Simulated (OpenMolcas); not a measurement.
**Ir⁶⁺ among point charges: CASSCF and CASPT2 levels and susceptibility**

Aim: the splitting of the states of Ir⁶⁺ in the field of 6 point charges, its lowest levels with spin-orbit coupling and its magnetic susceptibility.

Program: OpenMolcas 26.06. Level of theory: state-averaged CASSCF and CASPT2, spin-orbit coupling by RASSI with atomic mean-field integrals. These are calculated values, not measurements, unless marked.

**1. The system**

| Quantity | Value |
| --- | --- |
| Species | Ir⁶⁺ (iridium, Z = 77, 71 electrons) |
| Basis | ANO-RCC-VTZP [8s7p5d3f1g], 84 functions |
| Scalar Hamiltonian | DKH2, point nucleus |
| Inactive shells | 1s 2s 2p 3s 3p 3d 4s 4p 4d 4f 5s 5p |
| Active space | 3 electrons in 5 orbitals (5d) |
| Some configurations of this space | 5d3 |
| Orbitals | optimised for each spin and parity, averaged over all roots |

The outer shells:

5d3
```
5d [↑ ][↑ ][↑ ][  ][  ]
```

The ion sits among 6 point charges of -1.5 e arranged as an octahedron (Oh), 1.87 Å from the ion.

The work runs as a chain of OpenMolcas steps in one folder; each step below is one input file. Labels, J, g values, rates, χT and fits are worked out afterwards by a script from the matrices that RASSI stores. The input lists half of the charges; inversion (Group=XYZ) makes the rest.

**2. One- and two-electron integrals**

Contents of a.inp:

```
&GATEWAY
Coord
1

Ir 0.0 0.0 0.0
Basis=ANO-RCC-VTZP
Group=XYZ
NoMove
AngMom=0.0 0.0 0.0
AMFI
XField
3 Angstrom 0
1.870000 0.000000 0.000000 -1.500000
0.000000 1.870000 0.000000 -1.500000
0.000000 0.000000 1.870000 -1.500000
&SEWARD
```

The run is started by

```bash
> OMP_NUM_THREADS=1 MOLCAS_MEM=1689 MOLCAS_PROJECT=a pymolcas a.inp > a.log
```

**3. Reference wave functions, quartets of even parity, 10 roots**

Contents of a.inp:

```
&RASSCF
FileOrb=start.orb
Symmetry=1
Spin=4
nActEl=3 0 0
Inactive=15 19
Ras2=5 0
CIRoot=10 10 1
SDav=10
CIMx=300
Iter=120 100
PrWF=0.3
OrbListing=Nothing
MaxOrb=0
>>> COPY $Project.JobIph JOB001
```

start.orb holds the contracted functions of the basis, ordered by shell, or the orbitals of the step before.

**4. CASSCF: doublets of even parity, 40 roots**

Contents of a.inp:

```
&RASSCF
FileOrb=start.orb
Symmetry=1
Spin=2
nActEl=3 0 0
Inactive=15 19
Ras2=5 0
CIRoot=40 40 1
SDav=40
CIMx=300
Iter=120 100
PrWF=0.3
OrbListing=Nothing
MaxOrb=0
>>> COPY $Project.JobIph JOB002
```

**5. RASSI: spin-orbit coupling between the states**

Contents of a.inp:

```
&RASSI
NrOfJobIphs=2 10 40
1 2 3 4 5 6 7 8 9 10
1 2 3 4 5 6 7 8 9 10 11 12 13 14 15 16 17 18 19 20 21 22 23 24 25 26 27
28 29 30 31 32 33 34 35 36 37 38 39 40
IphNames
JOB001
JOB002
EJob
SpinOrbit
DIPRint=1.0
SOCoupling=1000.0
Subsets=2
Property=9
'ANGMOM' 1 'ANGMOM' 2 'ANGMOM' 3 'MLTPL  1' 1 'MLTPL  1' 2 'MLTPL  1' 3
'AMFI' 1 'AMFI' 2 'AMFI' 3
SOProperty=3
'ANGMOM' 1 'ANGMOM' 2 'ANGMOM' 3
```

**6. CASPT2: IPEA 0.25, imaginary shift 0.1 (closed shells correlated: 5s 5p)**

Contents of a.inp:

```
>>> COPY JOB001 $Project.JobIph
&CASPT2
Multistate=10 1 2 3 4 5 6 7 8 9 10
NoMult
Frozen=14 16
IPEA=0.25
Imaginary=0.1
MaxIter=60
WThr=0.0 0.3 0.05
PrWF=0.5
NoMix
>>> COPY JOB002 $Project.JobIph
&CASPT2
Multistate=40 1 2 3 4 5 6 7 8 9 10 11 12 13 14 15 16 17 18 19 20 21 22
23 24 25 26 27 28 29 30 31 32 33 34 35 36 37 38 39 40
NoMult
Frozen=14 16
IPEA=0.25
Imaginary=0.1
MaxIter=60
WThr=0.0 0.3 0.05
PrWF=0.5
NoMix
```

(Steps that only read results are left out.)

**Question.** What will these runs give? Wanted: spin-free ground state; first state of the same spin within the active space; lowest level; next level.

The runs gave:

| quantity | value |
| --- | --- |
| method | SS-CASPT2, IPEA 0.25, imaginary shift 0.1 (closed shells correlated: 5s 5p) |
| spin-free ground state | 4A2, 1-fold in its orbital part |
| first state of the same spin within the active space | 4T2 at 7190 cm⁻¹ |
| lowest level | 4-fold Γ8 |
| next level | 8760.4 cm⁻¹ |
| χT at 300 K | 0.13 cm³ K/mol |
| effective moment at 300 K | 1.02 μB |

Cost by method:

```tsv
method	time of its own steps	time with the reference
A. CASSCF	23 s	23 s
B. SS-CASPT2, IPEA 0.25, imaginary shift 0.1, +5s 5p	16 s	39 s
```

Times are of one thread on a shared host.

The spin-free ground state (4A2) comes to 100 % from free-ion F terms and keeps the highest spin of the shell. χT at 300 K is 0.13, against 1.88 cm³ K/mol for the spin alone, so spin-orbit coupling lowers it. CASPT2 does not keep the components of a term degenerate, and the means are used. The field of point charges can differ much from that of real complexes. Point charges carry no covalency, so the field is a model and not that of real ligands.
